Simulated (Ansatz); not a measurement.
# C4H9BFN: small, medium and large basis sets

How large a basis does C4H9BFN need? Two functionals are run in growing sets.

Program: Ansatz 0.2.0, Gaussian basis. Level of theory: one geometry, several basis sets. These are calculated values, not measurements.

Plan: PBE0-D4/def2-SVP; ωB97M-V/def2-SVP; PBE0-D4/def2-QZVPP; ωB97M-V/def2-QZVPP; the functionals' def2-TZVPP values are taken from earlier runs.

## (1) Structure used throughout

An earlier PBE0-D4 in a triple-zeta def2 set relaxation fixed the geometry.

SMILES `CC#[N+][B-](C)(C)F`, 16 atoms, charge 0, spin multiplicity 1.

Atoms are counted from 1 here; the program's logs count them from 0.

Bond lengths: C1–C2 1.443 Å, C1–H8 1.091 Å, C1–H9 1.091 Å, C1–H10 1.091 Å, C2–N3 1.141 Å, N3–B4 1.693 Å, B4–C5 1.602 Å, B4–C6 1.602 Å, B4–F7 1.395 Å, C5–H11 1.095 Å, C5–H12 1.095 Å, C5–H13 1.095 Å, C6–H14 1.095 Å, C6–H15 1.095 Å, C6–H16 1.095 Å. Angles: C2–C1–H8 109.8°, C2–C1–H9 109.8°, C2–C1–H10 109.4°, H8–C1–H9 109.3°, H8–C1–H10 109.2°, H9–C1–H10 109.2°, C1–C2–N3 179.8°, C2–N3–B4 179.4°, N3–B4–C5 104.2°, N3–B4–C6 104.2°, N3–B4–F7 101.6°, C5–B4–C6 117.4°, C5–B4–F7 113.6°, C6–B4–F7 113.6°, B4–C5–H11 108.6°, B4–C5–H12 113.1°, B4–C5–H13 112.5°, H11–C5–H12 107.0° and more.

## (2) PBE0-D4 in def2-SVP

The input, in.yaml:

```yaml
crystal:
  periodic: [false, false, false]
  atoms:
    - {symbol: C, position_ang: [1.745577, 0.480188, 2.563707]}
    - {symbol: C, position_ang: [0.994922, 0.390262, 1.334679]}
    - {symbol: N, position_ang: [0.402920, 0.322655, 0.361429]}
    - {symbol: B, position_ang: [-0.467320, 0.236222, -1.088688]}
    - {symbol: C, position_ang: [0.091321, -1.085112, -1.802751]}
    - {symbol: C, position_ang: [-2.001586, 0.232227, -0.626384]}
    - {symbol: F, position_ang: [-0.078453, 1.417998, -1.720070]}
    - {symbol: H, position_ang: [1.066231, 0.436700, 3.416270]}
    - {symbol: H, position_ang: [2.455488, -0.345964, 2.625152]}
    - {symbol: H, position_ang: [2.291348, 1.424693, 2.587811]}
    - {symbol: H, position_ang: [-0.425107, -1.210669, -2.759986]}
    - {symbol: H, position_ang: [-0.086381, -1.995545, -1.221762]}
    - {symbol: H, position_ang: [1.162275, -1.022664, -2.020708]}
    - {symbol: H, position_ang: [-2.635534, 0.180940, -1.517588]}
    - {symbol: H, position_ang: [-2.278781, 1.143200, -0.086370]}
    - {symbol: H, position_ang: [-2.259819, -0.627731, -0.000441]}
basis:
  gaussian: {orbitals: def2-SVP}
hamiltonian: {xc: pbe0, dispersion: d4}
output: {orbitals: {seedname: orbitals}}
```

Started as:

```console
$ ansatz run in.yaml --threads 8 --pin off --events-out ev --progress --plain --max-ram 18278MiB
```

After this run come: ωB97M-V in def2-SVP; PBE0-D4 in def2-QZVPP; ωB97M-V in def2-QZVPP.

Before running them: what should the planned runs give, taken together? Wanted: PBE0-D4: double and triple zeta above quadruple; ωB97M-V: double and triple zeta above quadruple.

As calculated:

| quantity | value |
| --- | --- |
| PBE0-D4: double and triple zeta above quadruple | 10.85, 0.49 eV |
| ωB97M-V: double and triple zeta above quadruple | 11.26, 0.46 eV |

For PBE0-D4 the step from double to triple zeta gains 10.36 eV and the next only 0.49 eV. These are total energies; as a rule much of such shifts cancels in differences, which this series doesn't test. The LUMO of ωB97M-V is positive and keeps falling with the basis (1.82 to 0.76 eV): an unbound level that the basis holds in place.
